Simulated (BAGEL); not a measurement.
# HBr (hydrogen bromide): levels of theory compared

We compute a comparison of 4 runs (B3LYP/6-31G*, B3LYP/cc-pVTZ, PBE0/cc-pVTZ, RI-MP2/cc-pVTZ) of HBr (hydrogen bromide). 

The calculation is run with BAGEL 1.2.2.

15 further runs of the same task are left out: 2 that didn't finish, 13 set aside as unsound or not needed.

**1. The structure to begin with**

HBr: 2 atoms, total charge 0, spin state singlet. SMILES: `Br`. The coordinates come from a PBE0-D4/def2-TZVP relaxation.

Bond lengths: Br1–H2 1.420 Å.

**2. A single-point energy at B3LYP/6-31G(d) (density fitting with cc-pvqz-jkfit, spherical functions) (run 1)**

Contents of input.json:

```json
{ "bagel": [

{
  "title": "molecule",
  "basis": "6-31gs.json",
  "df_basis": "cc-pvqz-jkfit",
  "angstrom": true,
  "geometry": [
    { "atom": "Br", "xyz": [   -0.603220,    0.217960,   -0.305050 ] },
    { "atom": "H", "xyz": [    0.603220,   -0.217960,    0.305050 ] }
  ]
},
{ "title": "ks", "xc_func": "b3lyp" },
{ "title": "print", "file": "orbitals.molden", "orbitals": true }

]}
```

The basis set 6-31G* is read from a file made from the Basis Set Exchange's data (not shown).

Run with:

```bash
BAGEL_NUM_THREADS=1 BAGEL input.json > input.out
```

Standard output:

```text
* using 1 threads per process

  ===============================================================
  ===============================================================

  *** Geometry ***

  { "atom" : "Br", "xyz" : [     -1.139921,      0.411885,     -0.576461 ] },
  { "atom" : "H", "xyz" : [      1.139921,     -0.411885,      0.576461 ] },

  Number of auxiliary basis functions:      269

  Since a DF basis is specified, we compute 2- and 3-index integrals:
    o Being stored without compression. Storage requirement is 0.002 GB

  Number of basis functions:       34
  Number of electrons      :       36

    * METHOD: MOLECULE                             0.06

  *** Kohn-Sham DFT ***

    * Removing 1464 points whose weight is below 1.00e-10
    * Grid points: 28348

  === Nuclear Repulsion ===
    13.0387500075

       - DIIS with orbital gradients will be used.

  === KS iteration (b3lyp / 6-31gs.json) ===
      0      -2517.45105962          0.34704686           0.05
      1      -2463.64361750          0.97725751           0.05
      2      -2538.12649445          0.41865266           0.04
      3      -2573.10775337          0.19450828           0.04
      4      -2574.18287776          0.07683129           0.04
      5      -2574.43203596          0.01747788           0.04
      6      -2574.47218282          0.00241829           0.05
      7      -2574.47299480          0.00092673           0.05
      8      -2574.47311950          0.00004690           0.05
      9      -2574.47311989          0.00000246           0.05
     10      -2574.47311990          0.00000023           0.05
     11      -2574.47311990          0.00000004           0.04
     12      -2574.47311990          0.00000001           0.05
    * SCF iteration converged.

    * Permanent dipole moment:
           (   -0.367879,     0.132946,    -0.186012) a.u.

    * METHOD: KS                                   0.64

    * METHOD: PRINT                                0.00

  ===============================================================
```

It took 0.97 s on 1 thread of Arm Neoverse V2, shared host; peak memory 0.14 GiB.

**3. A single-point energy at B3LYP/cc-pVTZ (density fitting with cc-pvqz-jkfit) (run 2)**

Contents of dft.json:

```json
{ "bagel" : [

{
  "title" : "molecule",
  "basis" : "cc-pvtz.json",
  "df_basis" : "cc-pvqz-jkfit",
  "angstrom" : true,
  "geometry" : [
    { "atom" : "Br", "xyz" : [   -0.603220,    0.217960,   -0.305050 ] },
    { "atom" : "H", "xyz" : [    0.603220,   -0.217960,    0.305050 ] }
  ]
},
{
  "title" : "ks",
  "xc_func" : "b3lyp"
},
{
  "title" : "print",
  "file" : "orbitals.molden",
  "orbitals" : true
}

]}
```

The basis set cc-pVTZ is read from a file made from the Basis Set Exchange's data (not shown).

Run with:

```bash
BAGEL_NUM_THREADS=1 BAGEL dft.json > dft.out
```

Standard output:

```text
* using 1 threads per process

  ===============================================================
  ===============================================================

  *** Geometry ***

  { "atom" : "Br", "xyz" : [     -1.139921,      0.411885,     -0.576461 ] },
  { "atom" : "H", "xyz" : [      1.139921,     -0.411885,      0.576461 ] },

  Number of auxiliary basis functions:      269

  Since a DF basis is specified, we compute 2- and 3-index integrals:
    o Being stored without compression. Storage requirement is 0.007 GB

  Number of basis functions:       57
  Number of electrons      :       36

    * METHOD: MOLECULE                             0.08

  *** Kohn-Sham DFT ***

    * Removing 1464 points whose weight is below 1.00e-10
    * Grid points: 28348

  === Nuclear Repulsion ===
    13.0387500075

       - DIIS with orbital gradients will be used.

  === KS iteration (b3lyp / cc-pvtz.json) ===
      0      -2554.95673672          0.13277964           0.08
      1      -2476.69351466          0.70254931           0.06
      2      -2560.12012374          0.13402512           0.06
      3      -2570.24528664          0.19208724           0.06
      4      -2572.86737324          0.11469557           0.06
      5      -2574.29271405          0.05718589           0.06
      6      -2574.77567099          0.01794815           0.06
      7      -2574.83506003          0.00227525           0.06
      8      -2574.83605766          0.00036245           0.06
      9      -2574.83608515          0.00000680           0.06
     10      -2574.83608516          0.00000193           0.06
     11      -2574.83608516          0.00000016           0.05
     12      -2574.83608516          0.00000007           0.06
     13      -2574.83608516          0.00000001           0.06
    * SCF iteration converged.

    * Permanent dipole moment:
           (   -0.308390,     0.111463,    -0.155914) a.u.

    * METHOD: KS                                   0.91

    * METHOD: PRINT                                0.01

  ===============================================================
```

It took 1.3 s on 1 thread of Arm Neoverse V2, shared host; peak memory 0.11 GiB.

**4. A single-point energy at PBE0/cc-pVTZ (density fitting with cc-pvqz-jkfit) (run 3)**

Contents of dft.json:

```json
{ "bagel": [

{
  "title": "molecule",
  "basis": "cc-pvtz.json",
  "df_basis": "cc-pvqz-jkfit",
  "angstrom": true,
  "geometry": [
    { "atom": "Br", "xyz": [   -0.603220,    0.217960,   -0.305050 ] },
    { "atom": "H", "xyz": [    0.603220,   -0.217960,    0.305050 ] }
  ]
},
{ "title": "ks", "xc_func": "pbe0", "charge": 0 },
{ "title": "print", "file": "orbitals.molden", "orbitals": true }

]}
```

The basis set cc-pVTZ is read from a file made from the Basis Set Exchange's data (not shown).

Run with:

```bash
BAGEL_NUM_THREADS=1 BAGEL dft.json > dft.out
```

Standard output:

```text
* using 1 threads per process

  ===============================================================
  ===============================================================

  *** Geometry ***

  { "atom" : "Br", "xyz" : [     -1.139921,      0.411885,     -0.576461 ] },
  { "atom" : "H", "xyz" : [      1.139921,     -0.411885,      0.576461 ] },

  Number of auxiliary basis functions:      269

  Since a DF basis is specified, we compute 2- and 3-index integrals:
    o Being stored without compression. Storage requirement is 0.007 GB

  Number of basis functions:       57
  Number of electrons      :       36

    * METHOD: MOLECULE                             0.08

  *** Kohn-Sham DFT ***

    * Removing 1464 points whose weight is below 1.00e-10
    * Grid points: 28348

  === Nuclear Repulsion ===
    13.0387500075

       - DIIS with orbital gradients will be used.

  === KS iteration (pbe0 / cc-pvtz.json) ===
      0      -2554.65187661          0.13313021           0.08
      1      -2478.88242863          0.73254169           0.06
      2      -2560.03868402          0.13386351           0.06
      3      -2569.71921521          0.19135632           0.06
      4      -2572.81288065          0.10426792           0.05
      5      -2574.15755200          0.04523672           0.06
      6      -2574.47030014          0.01361804           0.06
      7      -2574.50488005          0.00071796           0.06
      8      -2574.50499232          0.00024742           0.06
      9      -2574.50500460          0.00001285           0.05
     10      -2574.50500465          0.00000103           0.05
     11      -2574.50500465          0.00000051           0.05
     12      -2574.50500465          0.00000003           0.05
     13      -2574.50500465          0.00000001           0.06
    * SCF iteration converged.

    * Permanent dipole moment:
           (   -0.320071,     0.115681,    -0.161825) a.u.

    * METHOD: KS                                   0.90

    * METHOD: PRINT                                0.01

  ===============================================================
```

Wall time 1.2 s (1 thread of Arm Neoverse V2, shared host); peak memory 0.11 GiB.

**5. A single-point energy at RI-MP2/cc-pVTZ (density fitting with cc-pvqz-jkfit) (run 4)**

Contents of calc.json:

```json
{ "bagel" : [

{
  "title" : "molecule",
  "basis" : "cc-pvtz.json",
  "df_basis" : "cc-pvqz-jkfit",
  "angstrom" : true,
  "geometry" : [
    { "atom" : "Br", "xyz" : [   -0.603220,    0.217960,   -0.305050 ] },
    { "atom" : "H", "xyz" : [    0.603220,   -0.217960,    0.305050 ] }
  ]
},
{
  "title" : "hf"
},
{
  "title" : "mp2",
  "ncore" : 9
}

]}
```

The basis set cc-pVTZ is read from a file made from the Basis Set Exchange's data (not shown).

Run with:

```bash
BAGEL_NUM_THREADS=1 BAGEL calc.json > calc.out
```

Standard output:

```text
* using 1 threads per process

  ===============================================================
  ===============================================================

  *** Geometry ***

  { "atom" : "Br", "xyz" : [     -1.139921,      0.411885,     -0.576461 ] },
  { "atom" : "H", "xyz" : [      1.139921,     -0.411885,      0.576461 ] },

  Number of auxiliary basis functions:      269

  Since a DF basis is specified, we compute 2- and 3-index integrals:
    o Being stored without compression. Storage requirement is 0.007 GB

  Number of basis functions:       57
  Number of electrons      :       36

    * METHOD: MOLECULE                             0.08

  *** RHF ***

  === Nuclear Repulsion ===
    13.0387500075

      * DIIS with orbital gradients will be used.

  === RHF iteration (cc-pvtz.json) ===
      0      -2573.02688718          0.00980958           0.02
      1      -2573.04534248          0.00366588           0.02
      2      -2573.04792503          0.00120030           0.02
      3      -2573.04829277          0.00019445           0.02
      4      -2573.04830539          0.00003290           0.02
      5      -2573.04830586          0.00000671           0.02
      6      -2573.04830587          0.00000202           0.02
      7      -2573.04830587          0.00000037           0.02
      8      -2573.04830587          0.00000007           0.02
      9      -2573.04830587          0.00000001           0.02
    * SCF iteration converged.

    * Permanent dipole moment:
           (   -0.339736,     0.122756,    -0.171805) a.u.

    * METHOD: HF                                   0.30

  *** RHF ***

  === Nuclear Repulsion ===
    13.0387500075

      * DIIS with orbital gradients will be used.

  === RHF iteration (cc-pvtz.json) ===
      0      -2573.04830587          0.00000000           0.02
    * SCF iteration converged.

    * Permanent dipole moment:
           (   -0.339736,     0.122756,    -0.171805) a.u.

  === DF-MP2 calculation ===

    * freezing 9 orbitals
    * 3-index integral transformation done
    * assembly done

      MP2 correlation energy:   -0.2376321495      0.01

      MP2 total energy:       -2573.2859380240

    * METHOD: MP2                                  0.05

  ===============================================================
```

It took 0.69 s on 1 thread of Arm Neoverse V2, shared host; peak memory 0.083 GiB.

**6. Overview of the runs**

| run | level | frozen core orbitals | energy (Eh) | dipole moment (D) | HOMO energy (eV) | LUMO energy (eV) | wall time |
| --- | --- | --- | --- | --- | --- | --- | --- |
| 1 | B3LYP/6-31G* (density fitting with cc-pvqz-jkfit, spherical functions) | – | -2574.473120 | 1.10 | -8.38 | -0.14 | 0.97 s |
| 2 | B3LYP/cc-pVTZ (density fitting with cc-pvqz-jkfit) | – | -2574.836085 | 0.92 | -8.49 | -0.56 | 1.3 s |
| 3 | PBE0/cc-pVTZ (density fitting with cc-pvqz-jkfit) | – | -2574.505005 | 0.96 | -8.76 | -0.21 | 1.2 s |
| 4 | RI-MP2/cc-pVTZ (density fitting with cc-pvqz-jkfit) | 9 | -2573.285938 | – | – | – | 0.69 s |

**7. Outcome**

| quantity | value |
| --- | --- |
| run 4: total energy | -2573.28594 Eh |
| run 4: correlation energy (9 core orbitals frozen) | -237.6 mEh |

**Reading.** Over runs 1, 2, 3 the dipole moment (its size) runs from 0.92 D (B3LYP/cc-pVTZ) to 1.10 D (B3LYP/6-31G*). Over runs 1, 2, 3 the HOMO–LUMO gap runs from 7.93 eV (B3LYP/cc-pVTZ) to 8.55 eV (PBE0/cc-pVTZ). Totals of different functionals can't be ranked against each other. All runs together took 4.2 s, the longest 1.3 s.
